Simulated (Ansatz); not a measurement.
# MgC2: the cost of one run

Computed with Ansatz 0.2.0, driven from Python. Level of theory: DFT LDA, plane waves, PAW.

## Step 1: The structure

MgC2 P4_2/mnm: It takes space group P4_2/mnm (No. 136, tetragonal). Conventional cell: a = 3.951 Å, b = 3.951 Å, c = 4.987 Å, α = 90.00°, β = 90.00°, γ = 90.00°. Mg (site symmetry mmm) has 2 C at 2.17 Å as nearest neighbours. Around C (site symmetry m2m) lie 1 C at 1.26 Å.

Mg2C3 C2/m: Symmetry: C2/m, No. 12, monoclinic system. The conventional cell has a = 4.831 Å, b = 4.700 Å, c = 4.987 Å, α = 90.00°, β = 104.25°, γ = 90.00°. Mg (site symmetry m) is surrounded by 6 C at 2.24 to 2.55 Å. Around C (site symmetry m) lie 1 C at 1.34 Å. Around C (site symmetry 2/m) lie 2 C at 1.34 Å.

Mg P6_3/mmc: It takes space group P6_3/mmc (No. 194, hexagonal). Conventional cell: a = 3.209 Å, b = 3.209 Å, c = 5.210 Å, α = 90.00°, β = 90.00°, γ = 120.00°. Mg (site symmetry -6m2) is surrounded by 12 Mg at 3.20 to 3.21 Å.

C R-3m: The structure is trigonal, space group R-3m (No. 166). The conventional cell has a = 2.456 Å, b = 2.456 Å, c = 10.041 Å, α = 90.00°, β = 90.00°, γ = 120.00°. Around C (site symmetry 3m) lie 3 C at 1.42 Å.

The script holds or builds the structure itself.

## Step 2: The script

mgc2.py reads:

```python
"""Stability of Mg-C compounds against each other, after relaxing cells and atoms."""

from collections import Counter
import warnings

import ansatz
import numpy as np
import pandas as pd

PHASES = {
    "MgC2 P4_2/mnm": (
        [(3.950777, 0.0, 0.0), (0.0, 3.950777, 0.0), (0.0, 0.0, 4.987089)],
        [
            ("Mg", (0.5, 0.5, 0.0)),
            ("Mg", (0.0, 0.0, 0.5)),
            ("C", (0.887655, 0.887655, 0.0)),
            ("C", (0.612345, 0.387655, 0.5)),
            ("C", (0.112345, 0.112345, 0.0)),
            ("C", (0.387655, 0.612345, 0.5)),
        ],
    ),
    "Mg2C3 C2/m": (
        [(2.4155, -2.35, 0.0), (2.4155, 2.35, 0.0), (-1.227074, 0.0, 4.833276)],
        [
            ("Mg", (0.1913, 0.1913, 0.7989)),
            ("Mg", (0.8087, 0.8087, 0.2011)),
            ("C", (0.7011, 0.7011, 0.7385)),
            ("C", (0.2989, 0.2989, 0.2615)),
            ("C", (0.5, 0.5, 0.5)),
        ],
    ),
    "Mg": (
        [(3.2093, 0.0, 0.0), (-1.60465, 2.779335, 0.0), (0.0, 0.0, 5.2103)],
        [
            ("Mg", (1 / 3, 2 / 3, 0.25)),
            ("Mg", (2 / 3, 1 / 3, 0.75)),
        ],
    ),
    "C": (
        [(1.228029, 0.709003, 3.347011), (-1.228029, 0.709003, 3.347011), (0.0, -1.418005, 3.347011)],
        [
            ("C", (0.836, 0.836, 0.836)),
            ("C", (0.164, 0.164, 0.164)),
        ],
    ),
}


def build(vectors, sites):
    crystal = ansatz.Crystal(lattice=ansatz.Lattice.of(vectors))
    for symbol, position in sites:
        crystal = crystal.atom(symbol, position)
    return crystal


def compute(name, crystal):
    calc = (
        crystal.calculation()
        .functional("LDA")
        .basis(530)
        .scf(algorithm="direct_min")
        .kpoints(spacing=0.3)
        .occupations("gaussian", width=0.02)
    )
    calc = calc.relax(force_tolerance=0.03, max_steps=60, cell=True)
    return calc.run()


def counts(outcome):
    return Counter(site.symbol for site in outcome.lattice.sites)

def formation_energy(outcome, mu):
    n = counts(outcome)
    return (outcome.report["energy_sigma0_ev"] - sum(k * mu[element] for element, k in n.items())) / sum(n.values())

warnings.simplefilter("ignore", ansatz.DeckWarning)

phases = {name: build(*cell) for name, cell in PHASES.items()}

done = {}
for name, crystal in phases.items():
    done[name] = compute(name, crystal)
    print(f"{name}: {done[name].report['energy_sigma0_ev']:.4f} eV, {len(done[name].lattice.sites)} atoms")

# energy of one atom in its reference phase
references = {"Mg": "Mg", "C": "C"}
mu = {element: done[name].report["energy_sigma0_ev"] / len(done[name].lattice.sites) for element, name in references.items()}
points = sorted((counts(o)["C"] / len(o.lattice.sites), formation_energy(o, mu), name) for name, o in done.items())

# lower hull by a monotone chain
hull = []
for x, e, _ in points:
    while len(hull) > 1 and (hull[-1][0] - hull[-2][0]) * (e - hull[-2][1]) - (hull[-1][1] - hull[-2][1]) * (x - hull[-2][0]) <= 0:
        hull.pop()
    hull.append((x, e))
rows = [(name, x, e, e - np.interp(x, *zip(*hull))) for x, e, name in points]
print(pd.DataFrame(rows, columns=["phase", "x(C)", "E_form (eV/atom)", "above hull (eV/atom)"]).round(4).to_string(index=False))
print("on the hull of these phases:", ", ".join(row[0] for row in rows if row[3] < 1e-6))
```

## Step 3: What the engine is handed

The package turns the script's settings into the engine's input (first run):

```yaml
crystal:
  lattice:
    - [3.950777, 0.0, 0.0]
    - [0.0, 3.950777, 0.0]
    - [0.0, 0.0, 4.987089]
  atoms:
    - { symbol: Mg, position: [0.5, 0.5, 0.0] }
    - { symbol: Mg, position: [0.0, 0.0, 0.5] }
    - { symbol: C, position: [0.887655, 0.887655, 0.0] }
    - { symbol: C, position: [0.612345, 0.387655, 0.5] }
    - { symbol: C, position: [0.112345, 0.112345, 0.0] }
    - { symbol: C, position: [0.387655, 0.612345, 0.5] }
basis:
  ecutwfc: 530.0
kpoints:
  mp_grid:
    kspacing: 0.3
hamiltonian:
  xc: lda
scf:
  algorithm: direct_min
  occupations:
    method: gaussian
    width: 0.02
relax:
  f_tol: 0.03
  max_steps: 60
  cell: {}
```

## Step 4: The run

On the command line:

```
python mgc2.py
```

**Question.** How long does this script take on 1 thread of Arm Neoverse V2, shared host, and how much memory does it need?

About 2.1 min, with a peak of 0.61 GiB.
